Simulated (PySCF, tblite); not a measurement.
# C₈H₁₀O₂: geometry, infrared bands and NMR shifts

What infrared bands and NMR shifts should C₈H₁₀O₂ (`C=C/C=C/C(=C)OC(C)=O`) show?

Computed with tblite 0.8.0 and PySCF 2.14.0, with density-fitted response routines of our own, on a single molecule in the gas phase. Atoms count from 0, in the outputs and in this text.

## 1. Starting geometry

20 atoms, charge 0, multiplicity 1; geometry from: force field or distance geometry start.

Bonds of the start (Å): C0–C1 1.33, C1–C2 1.43, C2–C3 1.33, C3–C4 1.46, C4–C5 1.34, C4–O6 1.42, O6–C7 1.37, C7–C8 1.50, C7–O9 1.23, C0–H10 1.07, C0–H11 1.09, C1–H12 1.10, C2–H13 1.09, C3–H14 1.09, C5–H15 1.09, C5–H16 1.08, C8–H17 1.09, C8–H18 1.09, C8–H19 1.10.

## 2. Geometry optimisation with GFN2-xTB

Job settings and geometry (Å):

```
{"job": {"kind": "relax", "xc": "GFN2-xTB", "basis": "xTB"}, "charge": 0, "multiplicity": 1}
C      3.626700     1.300900    -0.917900
C      3.015100     0.275700    -0.321500
C      1.593200     0.124100    -0.232900
C      0.985700    -0.902900     0.363000
C     -0.449700    -1.111200     0.490700
C     -0.960800    -2.192100     1.090300
O     -1.229800    -0.126500    -0.173600
C     -2.455300     0.244500     0.307400
C     -3.065600     1.222600    -0.648400
O     -3.009600    -0.129400     1.340000
H      4.698200     1.369000    -0.950700
H      3.052400     2.098700    -1.389900
H      3.630300    -0.498300     0.157700
H      0.991900     0.909100    -0.703100
H      1.603200    -1.670300     0.832500
H     -0.322400    -2.934200     1.573400
H     -2.022700    -2.370400     1.149500
H     -2.460600     2.125500    -0.686800
H     -3.157600     0.780900    -1.636800
H     -4.067800     1.495000    -0.296900
```

Run with:

```console
$ OMP_NUM_THREADS=1 python probes_run.py task.json out
```

The driver reads the jobs from task.json and runs them one after another.

**Question.** This job is followed by: GFN2-xTB harmonic vibrations, gas phase; GIAO PBE0/pcSseg-1 NMR shielding, non-relativistic, gas phase. What will the session give for the following? strongest single infrared mode (GFN2-xTB); zero-point energy (GFN2-xTB); 13C shifts against TMS (PBE0/pcSseg-1); 1H shifts against TMS (PBE0/pcSseg-1, means over atoms taken as alike); 17O shifts against H2O (PBE0/pcSseg-1).

As calculated:

| quantity | value |
| --- | --- |
| strongest single infrared mode (GFN2-xTB) | 1178 cm⁻¹, 569 km/mol |
| zero-point energy (GFN2-xTB) | 97.8 kcal/mol |
| 13C shifts against TMS (PBE0/pcSseg-1) | 173.4, 158.2, 144.7, 138.1, 135.9, 127.2, 115.2, 24.2 ppm |
| 1H shifts against TMS (PBE0/pcSseg-1, means over atoms taken as alike) | 6.79, 6.65, 6.13, 5.65, 5.63, 5.55, 5.47, 2.25 ppm |
| 17O shifts against H2O (PBE0/pcSseg-1) | 456.9, 243.0 ppm |

**Reading.** The optimisation took 59 steps and gained 0.132 eV; among the close pairs (by a distance rule), C7–O9 changed most, from 1.230 to 1.199 Å. All 54 modes are real, so the xTB geometry is a minimum. The strongest single mode, at 1178 cm⁻¹, moves mainly C7. GFN2-xTB is a fitted tight-binding method: band positions and strengths are rough. Its intensities can rank the bands wrongly. The most deshielded carbon is C7 (ester carbonyl carbon), at 173.4 ppm: it is a carbonyl in resonance with an O or N lone pair, the region of acids, esters and amides. At PBE0/pcSseg-1: Shielding is most anisotropic at O9 (span 735 ppm, paramagnetic term -522 ppm).
